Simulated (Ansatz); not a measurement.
# C₂H₃FOSi: how energies converge with the basis set

Aim: see how fast density functionals converge with the basis set for C₂H₃FOSi.

Program: Ansatz 0.2.0, Gaussian basis. Level of theory: one geometry, several basis sets. These are calculated values, not measurements.

Plan: PBE0-D4/def2-SVP; ωB97M-V/def2-SVP; PBE0-D4/def2-QZVPP; ωB97M-V/def2-QZVPP; the functionals' def2-TZVPP values are taken from earlier runs.

### Step 1. The geometry

All runs share one geometry, relaxed beforehand with PBE0-D4 in a triple-zeta def2 set.

SMILES `C#C[SiH](O)F`, 8 atoms, charge 0, spin multiplicity 1.

Atoms are counted from 1 here; the program's logs count them from 0.

Bond lengths: C1–C2 1.206 Å, C1–H6 1.066 Å, C2–Si3 1.820 Å, Si3–O4 1.625 Å, Si3–F5 1.591 Å, Si3–H7 1.469 Å, O4–H8 0.958 Å. Angles: C2–C1–H6 179.7°, C1–C2–Si3 178.5°, C2–Si3–O4 110.9°, C2–Si3–F5 106.7°, C2–Si3–H7 112.7°, O4–Si3–F5 110.9°, O4–Si3–H7 107.3°, F5–Si3–H7 108.2°, Si3–O4–H8 118.8°.

### Step 2. PBE0-D4 in def2-SVP

File in.yaml:

```yaml
crystal:
  periodic: [false, false, false]
  atoms:
    - {symbol: C, position_ang: [-0.509235, 1.777944, 1.067375]}
    - {symbol: C, position_ang: [-0.208189, 0.872853, 0.329728]}
    - {symbol: Si, position_ang: [0.201307, -0.506123, -0.784802]}
    - {symbol: O, position_ang: [0.007474, -1.934882, -0.036074]}
    - {symbol: F, position_ang: [1.714509, -0.299260, -1.231326]}
    - {symbol: H, position_ang: [-0.772398, 2.581711, 1.717028]}
    - {symbol: H, position_ang: [-0.635755, -0.527213, -1.991907]}
    - {symbol: H, position_ang: [0.294487, -2.022132, 0.874177]}
basis:
  gaussian: {orbitals: def2-SVP}
hamiltonian: {xc: pbe0, dispersion: d4}
output: {orbitals: {seedname: orbitals}}
```

The run is started by

```console
> ansatz run in.yaml --threads 2 --pin off --events-out ev --progress --plain --max-ram 4352MiB
```

The runs that follow: ωB97M-V in def2-SVP; PBE0-D4 in def2-QZVPP; ωB97M-V in def2-QZVPP.

Q: Predict the results of all the runs planned. Wanted: PBE0-D4: double and triple zeta above quadruple; ωB97M-V: double and triple zeta above quadruple.

**Answer**, as computed:

```
                                       quantity           value
PBE0-D4: double and triple zeta above quadruple  12.18, 0.67 eV
ωB97M-V: double and triple zeta above quadruple  12.35, 0.62 eV
```

What this shows: PBE0-D4 gains 11.51 eV from double to triple zeta, then 0.67 eV more. Total energies overstate the basis error of differences, where much of it tends to cancel. The LUMO of ωB97M-V is positive and keeps falling with the basis (1.88 to 1.22 eV): an unbound level that the basis holds in place.
